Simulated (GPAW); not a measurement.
# HfGe (P-6m2) in GPAW: notebook, part 2 of 2

GPAW 26.7.0. Earlier steps stand in the parts before.

### 4 Single point, PBEh(alpha)

The input, run.py:

```python
from ase.dft.bandgap import bandgap
from ase.io import read, write
from ase.parallel import parprint
from gpaw import GPAW, PW

atoms = read('POSCAR')

calc = GPAW(mode=PW(450),
            xc={'name': '0.650_GGA_X_PBE+1.0_GGA_C_PBE', 'fraction': 0.35, 'omega': 0.0, 'backend': 'pw'},
            kpts={'size': (3, 3, 3), 'gamma': True},
            occupations={'name': 'fermi-dirac', 'width': 0.05},
            nbands=14,
            convergence={'density': 1e-05, 'energy': 1e-05},
            maxiter=60,
            txt='gpaw.txt')
atoms.calc = calc
energy = atoms.get_potential_energy()
calc.write('gs.gpw')
write('result.traj', atoms)
parprint(f'Energy: {energy:.6f} eV')
parprint('Fermi level:', round(calc.get_fermi_level(), 4), 'eV')
parprint(f'Gap: {bandgap(calc)[0]:.4f} eV, direct: {bandgap(calc, direct=True)[0]:.4f} eV')
```

The input, POSCAR:

```
HfGe
1.0
    3.9335093854      0.0000000000      0.0000000000
   -1.9667546927      3.4065190538      0.0000000000
    0.0000000000      0.0000000000      3.5096193900
Hf Ge
1 1
Direct
    0.0000000000      0.0000000000      0.5000000000
    0.3333333333      0.6666666667      0.5000000000
```

Potentials or basis: GPAW PAW data sets (gpaw-data 1.2.1), pw.

Command:

```console
$ OMP_NUM_THREADS=1 mpirun -n 4 gpaw python run.py
```

gpaw.txt:

```text
__  _  _
 | _ |_)|_||  |
 |__||  | ||/\| - 26.7.0

Input parameters:
  mode=PW(ecut=450.00000000000006),
  convergence={'density': 1e-05, 'energy': 1e-05},
  kpts=MonkhorstPack(size=(3, 3, 3), gamma=True),
  maxiter=60,
  nbands=14,
  occupations=Occupations(name='fermi-dirac', width=0.05),
  xc=XC(name='0.650_GGA_X_PBE+1.0_GGA_C_PBE', fraction=0.35, omega=0.0, backend='pw')

Diagonalizing LCAO Hamiltonian
Converting LCAO to pw mode

         Ge
       Hf

Atoms  # Å, Bohr magnetons
|   | symbol |         x |        y |        z |    initial magnetic moments |
|---|--------|-----------|----------|----------|-----------------------------|
| 0 |     Hf |  0.000000 | 0.000000 | 1.754810 | ( 0.0000,  0.0000,  0.0000) |
| 1 |     Ge | -0.000000 | 2.271013 | 1.754810 | ( 0.0000,  0.0000,  0.0000) |

Unit cell  # Å
| periodic |         x |        y |        z |  lengths |     angles |
|----------|-----------|----------|----------|----------|------------|
|      yes |  3.933509 | 0.000000 | 0.000000 | 3.933509 |  90.000000 |
|      yes | -1.966755 | 3.406519 | 0.000000 | 3.933509 |  90.000000 |
|      yes |  0.000000 | 0.000000 | 3.509619 | 3.509619 | 120.000000 |

Number of symmetries: 12
Symmetry operations  # r_c * U_cc + t_c -> r_c
|    | kind |            matrix            |
|----|------|------------------------------|
|  0 |  σ   |  1, 1, 0,  0,-1, 0,  0, 0, 1 |
|  1 |  C2  |  1, 1, 0,  0,-1, 0,  0, 0,-1 |
|  2 |  E   |  1, 0, 0,  0, 1, 0,  0, 0, 1 |
|  3 |  σ   |  1, 0, 0,  0, 1, 0,  0, 0,-1 |
|  4 |  C3  |  0, 1, 0, -1,-1, 0,  0, 0, 1 |
|  5 |  S3  |  0, 1, 0, -1,-1, 0,  0, 0,-1 |
|  6 |  σ   |  0,-1, 0, -1, 0, 0,  0, 0, 1 |
|  7 |  C2  |  0,-1, 0, -1, 0, 0,  0, 0,-1 |
|  8 |  σ   | -1, 0, 0,  1, 1, 0,  0, 0, 1 |
|  9 |  C2  | -1, 0, 0,  1, 1, 0,  0, 0,-1 |
| 10 |  C3  | -1,-1, 0,  1, 0, 0,  0, 0, 1 |
| 11 |  S3  | -1,-1, 0,  1, 0, 0,  0, 0,-1 |

BZ-sampling:
  Number of BZ points: 27
  Number of IBZ points: 6

  Monkhorst-Pack size: [3, 3, 3]
  Monkhorst-Pack shift: [0, 0, 0]

K-points  # in reciprocal-cell coordinates
|   |                                coordinates |     weight |
|---|--------------------------------------------|------------|
| 0 | (  0.00000000,   0.00000000,   0.00000000) | 0.03703704 |
| 1 | (  0.00000000,   0.00000000,   0.33333333) | 0.07407407 |
| 2 | (  0.33333333,   0.00000000,   0.00000000) | 0.22222222 |
| 3 | (  0.33333333,   0.00000000,   0.33333333) | 0.44444444 |
[... 70 lines left out ...]
    |    s |        |      15.485 |    1.005 |
    |    p |        |      23.315 |    1.005 |
    |    d |        |       0.000 |    1.005 |

    Using partial waves for Ge as LCAO basis

Reference energy: -466983.753128  # eV

eigensolver:
  PPCG
  Converge bands: occupied
  niter=2

density mixing:
  MSR1-Mixer
  Pratt-step length: 0.05
  Maximum mixing coefficient: 0.75
  Old densities: 10
  SVD Regularization: 0.005
  Good broyden scale: 1.0
  Trust region scale: 1.0
  Backstep threshold: 4.0
  History deletion threshold: 6.0
  Fourier metric: weight=20.0, sigma=0.015

occupation numbers:
  Fermi-Dirac:
    width: 0.0500  # eV

poisson solver:
  ecut: 3600.0000000000005  # eV

xc functional:
  name: 0.650_GGA_X_PBE+1.0_GGA_C_PBE with 2 nearest neighbor stencil

convergence criteria:
- Maximum integral of absolute [dens]ity change: 1e-05 electrons / valence electron
- Maximum [total energy] change in last 3 cyles: 1e-05 eV / valence electron
- Maximum integral of absolute [eigenst]ate change: 4e-08 eV^2 / valence electron
maximum number of iterations: 60

IBZ(<points: 6, symmetries: 12>)
Occupied bands: 9
SCF iterations
|iter     | |      energy | eigst |  dens |
|---------|-|-------------|-------|-------|
|iter:   1| |-3645.495615 | +0.61 |       |
|iter:   2| |   -7.317729 | +0.05 | -0.78 |
|iter:   3| |   -7.535546 | -1.15 | -0.99 |
|iter:   4| |   -7.126834 | -1.29 | -1.06 |
|iter:   5| |   -7.087819 | -1.32 | -1.32 |
|iter:   6| |   -7.095918 | -2.86 | -1.63 |
|iter:   7| |   -7.089980 | -1.81 | -1.70 |
|iter:   8| |   -7.081635 | -2.94 | -1.88 |
|iter:   9| |   -7.080992 | -2.98 | -2.18 |
|iter:  10| |   -7.081136 | -4.09 | -2.46 |
|iter:  11| |   -7.080853 | -4.88 | -2.61 |
|iter:  12| |   -7.080316 | -3.86 | -2.66 |
|iter:  13| |   -7.080246 | -4.59 | -2.89 |
|iter:  14| |   -7.080253c| -6.14 | -3.56 |
|iter:  15| |   -7.080257c| -5.66 | -3.84 |
|iter:  16| |   -7.080252c| -6.51 | -3.64 |
|iter:  17| |   -7.080252c| -6.77 | -4.26 |
|iter:  18| |   -7.080252c| -7.89c| -4.77 |
|iter:  19| |   -7.080252c| -9.43c| -5.10c|

Converged in 19 steps
Energy contributions relative to reference atoms: (reference = -466983.753128)

Energy contributions:
  Kinetic:          63.225198
  Coulomb:         -52.757404
  Zero:             -0.578612
  External:          0.000000
  Xc:             3616.860458
  Entropy:          -0.000000
  Spinorbit:         0.000000
  Hybrid_Xc_Cc:     -3534.226518
  Hybrid_Xc_Vc:       -37.895847
  Hybrid_Xc_Vv:       -61.707528
  ----------------------------
  Free energy:      -7.080252
  Extrapolated:     -7.080252

dipole moment: (-8.393682, -11.591841, 0.000094)  # |e|*Ang

Fermi level: 7.010
Eigenvalues  # (at kpt = [0.000, 0.000, 0.000])
| band index |      eig [eV] | occ [0-2] |
|------------|---------------|-----------|
|          0 |       -60.730 |     2.000 |
|          1 |       -27.721 |     2.000 |
|          2 |       -27.721 |     2.000 |
|          3 |       -27.606 |     2.000 |
|          4 |        -5.769 |     2.000 |
|          5 |         2.778 |     2.000 |
|          6 |         2.778 |     2.000 |
|          7 |         4.447 |     2.000 |
|          8 |        10.445 |     0.000 |
|          9 |        11.583 |     0.000 |
|         10 |        11.583 |     0.000 |
|         11 |        13.094 |     0.000 |
|         12 |        16.023 |     0.000 |
|         13 |        16.023 |     0.000 |

Gap: 2.338 eV
Transition (v -> c):
  (s=0, k=4, n=7, [0.33, 0.33, 0.00]) -> (s=0, k=5, n=8, [0.33, 0.33, 0.33])
Direct/indirect transitions are different
Direct gap: 2.365 eV
Transition at: (s=0, k=4, n=7, [0.33, 0.33, 0.00])
# Writing to gs.gpw (mode='')
```

stdout:

```text
Energy: -7.080252 eV
Fermi level: 7.0099 eV
Gap: 2.3380 eV, direct: 2.3651 eV
```

Wall time 1.8 min (4 MPI ranks of Arm Neoverse V2, shared host); peak memory 0.17 GiB.

What came out:

- Free energy: -7.0803 eV
- Band gap on the k mesh: 2.34 eV, indirect (least direct gap 2.37 eV)

Levels at points of the mesh, in eV from the valence-band top:
```
           k point  band 6  band 7  band 8  band 9  band 10
(0.00, 0.00, 0.00)   -3.01   -3.01   -1.34    4.66     5.80
```

Caveat: the k mesh is coarse (spacing up to 0.61 Å⁻¹), so the values aren't converged; exact exchange converges slowly with the k mesh, and this mesh is small; spin-orbit coupling is left out, which moves the levels of the heavy elements; an odd mesh through Γ misses points on the zone boundary, where band edges often lie.

### 5 Single point, PBEh(alpha)

Edit run.py of step 4 so:

```diff
@@ -8,3 +8,3 @@
 calc = GPAW(mode=PW(450),
-            xc={'name': '0.650_GGA_X_PBE+1.0_GGA_C_PBE', 'fraction': 0.35, 'omega': 0.0, 'backend': 'pw'},
+            xc={'name': '0.500_GGA_X_PBE+1.0_GGA_C_PBE', 'fraction': 0.5, 'omega': 0.0, 'backend': 'pw'},
             kpts={'size': (3, 3, 3), 'gamma': True},
```

POSCAR is that of step 4.

Command:

```console
$ OMP_NUM_THREADS=1 mpirun -n 4 gpaw python run.py
```

Wall time 2.2 min (4 MPI ranks of Arm Neoverse V2, shared host); peak memory 0.17 GiB.

The run converged. Its results:

```
Free energy            : -6.6879 eV
Band gap on the k mesh : 3.06 eV, indirect (least direct gap 3.17 eV)
```

Levels at points of the mesh, in eV from the valence-band top:
```
           k point  band 6  band 7  band 8  band 9  band 10
(0.00, 0.00, 0.00)   -3.37   -3.37   -1.44    5.46     6.85
```

Caveat: the k mesh is coarse (spacing up to 0.61 Å⁻¹), so the values aren't converged; exact exchange converges slowly with the k mesh, and this mesh is small; spin-orbit coupling is left out, which moves the levels of the heavy elements; an odd mesh through Γ misses points on the zone boundary, where band edges often lie.

### 6 Overview

| level | exact-exchange share | gap on the mesh (eV) |
| --- | --- | --- |
| PBEh(alpha) | 0.2 | 1.58 |
| PBE0 | 0.25 | 1.84 |
| PBEh(alpha) | 0.35 | 2.34 |
| PBEh(alpha) | 0.5 | 3.06 |

Alike in all rows: task single point; potentials or basis GPAW PAW data sets (gpaw-data 1.2.1), pw; no spin polarisation; cell as given; k mesh 3 × 3 × 3; cutoff (eV) 450; smearing fermi-dirac 0.05 eV; the mesh is coarse, so values aren't converged.

Caveats: all runs use coarse meshes; exact exchange converges slowly with the k mesh, and this mesh is small; spin-orbit coupling is left out, which moves the levels of the heavy elements; an odd mesh through Γ misses points on the zone boundary, where band edges often lie.

Total energies depend on the potentials used, so only differences within one code and one set of settings carry meaning.
